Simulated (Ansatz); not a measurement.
# C₂H₆FGaS: small, medium and large basis sets

Aim: see how fast density functionals converge with the basis set for C₂H₆FGaS.

Method: one geometry, several basis sets; program: Ansatz 0.2.0, Gaussian basis.

The runs, in order: PBE0-D4/def2-SVP; ωB97M-V/def2-SVP; PBE0-D4/def2-QZVPP; ωB97M-V/def2-QZVPP; the functionals' def2-TZVPP values are taken from earlier runs.

## (1) The relaxed structure

The geometry comes from an earlier relaxation with PBE0-D4 in a triple-zeta def2 set; it is a stationary point, not always the lowest conformer.

SMILES `C[CH2][Ga]([F])[SH]`, 11 atoms, charge 0, spin multiplicity 1.

Atoms are counted from 1 here; the program's logs count them from 0.

Bond lengths: C1–C2 1.523 Å, C1–H6 1.093 Å, C1–H7 1.093 Å, C1–H8 1.093 Å, C2–Ga3 1.959 Å, C2–H9 1.094 Å, C2–H10 1.094 Å, Ga3–F4 1.759 Å, Ga3–S5 2.195 Å, S5–H11 1.344 Å. Angles: C2–C1–H6 111.2°, C2–C1–H7 111.8°, C2–C1–H8 111.8°, H6–C1–H7 107.2°, H6–C1–H8 107.2°, H7–C1–H8 107.3°, C1–C2–Ga3 114.5°, C1–C2–H9 111.4°, C1–C2–H10 111.4°, Ga3–C2–H9 106.5°, Ga3–C2–H10 106.6°, H9–C2–H10 105.9°, C2–Ga3–F4 119.5°, C2–Ga3–S5 129.1°, F4–Ga3–S5 111.4°, Ga3–S5–H11 92.9°.

## (2) PBE0-D4 in def2-SVP

Input file in.yaml:

```yaml
crystal:
  periodic: [false, false, false]
  atoms:
    - {symbol: C, position_ang: [-0.691124, -0.333385, 1.174135]}
    - {symbol: C, position_ang: [0.472206, 0.514809, 0.678212]}
    - {symbol: Ga, position_ang: [0.800098, 0.397696, -1.249217]}
    - {symbol: F, position_ang: [2.095601, 1.346387, -1.968155]}
    - {symbol: S, position_ang: [-0.250615, -0.797340, -2.760524]}
    - {symbol: H, position_ang: [-0.825675, -0.228496, 2.254200]}
    - {symbol: H, position_ang: [-0.535295, -1.395737, 0.969971]}
    - {symbol: H, position_ang: [-1.633800, -0.045728, 0.701795]}
    - {symbol: H, position_ang: [0.318710, 1.574358, 0.904075]}
    - {symbol: H, position_ang: [1.408250, 0.236181, 1.171684]}
    - {symbol: H, position_ang: [-1.092955, -1.325646, -1.855576]}
basis:
  gaussian: {orbitals: def2-SVP}
hamiltonian: {xc: pbe0, dispersion: d4}
output: {orbitals: {seedname: orbitals}}
```

Command:

```console
$ ansatz run in.yaml --threads 4 --pin off --events-out ev --progress --plain --max-ram 10444MiB
```

The runs that follow: ωB97M-V in def2-SVP; PBE0-D4 in def2-QZVPP; ωB97M-V in def2-QZVPP.

**Question.** What will the summary of the whole plan be? Wanted: PBE0-D4: double and triple zeta above quadruple; ωB97M-V: double and triple zeta above quadruple.

As calculated:

```
                                       quantity           value
PBE0-D4: double and triple zeta above quadruple  18.06, 1.80 eV
ωB97M-V: double and triple zeta above quadruple  18.16, 1.73 eV
```

**Reading.** For PBE0-D4 the step from double to triple zeta gains 16.27 eV and the next only 1.80 eV. These are total energies; as a rule much of such shifts cancels in differences, which this series doesn't test.
